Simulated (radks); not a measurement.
**Tc inside a hard spherical wall**

The task here is to estimate one member of a computed series from the others.

Program: radks (a radial shooting solver on a logarithmic mesh, Libxc functionals) version 1. Level of theory: scalar-relativistic Kohn-Sham, LDA (Slater exchange, VWN5 correlation), spin-polarised, spherical densities, finite nucleus; open shells are filled with parallel spins first. These are calculated values, not measurements, unless marked.

## What is computed

| Quantity | Value |
| --- | --- |
| element | technetium (Z = 43) |
| charge | 0 |
| electrons | 43 |
| configuration | [Kr] 4d5 5s2 |
| nuclear rms radius | 4.4112 fm |

Outer shells as boxes (Hund's rule):

Tc
```
[Kr] core
4d [↑ ][↑ ][↑ ][↑ ][↑ ]
5s [↑↓]
```

Set-up of the first run:

Settings of this run:

```text
Z 43
configuration [Kr] 4d5 5s2 5p0 6s0 4f0
relativity scalar-relativistic
functional lda,vwn5
spin polarised
nucleus finite rms 4.4112 fm
c 137.035999084
```

Among the steps run: The free atom; Wall at 20 bohr; Wall at 15 bohr; Wall at 10 bohr; Wall at 8 bohr; Wall at 6 bohr; Wall at 5 bohr; Wall at 2.5 bohr; Wall at 1.5 bohr.

One of the session's tables, all rows but one given; the rest of the session is left out.

```
R (bohr)  E − E(free) (eV)  ε(5s) (eV)  ε(5p, empty) (eV)  ε(6s, empty) (eV)  ε(4f, empty) (eV)
    free             0.000      -5.752             -1.750             -0.065                  -
      20             0.000      -5.752             -1.750              0.032              1.479
      15             0.000      -5.752             -1.747              0.267              2.373
      10             0.014      -5.718             -1.643              1.709              4.660
       8             0.139      -5.533             -1.255              4.213              6.931
       6             1.339      -4.441              0.589             12.294             11.838
       5             4.345      -2.421              3.602             23.090             16.736
     2.5                 ?           ?                  ?                  ?                  ?
     1.5            1456.9      372.76             405.81             856.13             203.11
```

Estimate the missing values for R (bohr) = 2.5.

Worked estimate for «E − E(free) (eV)». A straight line through the neighbours (5, 4.345) and (1.5, 1456.9) gives 4.345 + (1456.9 − 4.345) × (2.5 − 5) / (1.5 − 5) = 1041.88; a parabola fitted to 3 rows on both sides gives 812.99.

**Answer.** E − E(free) (eV): 157.96; ε(5s) (eV): 57.256; ε(5p, empty) (eV): 75.735; ε(6s, empty) (eV): 202.11; ε(4f, empty) (eV): 65.729. In «E − E(free) (eV)» the line misses by +883.92 and the parabola by +655.03. Between these rows the values bend or scatter more than so simple an estimate can follow.

What this shows: Eigenvalues are for spin up. Shells are not refilled when levels cross, and a hard wall is a model, not a crystal.
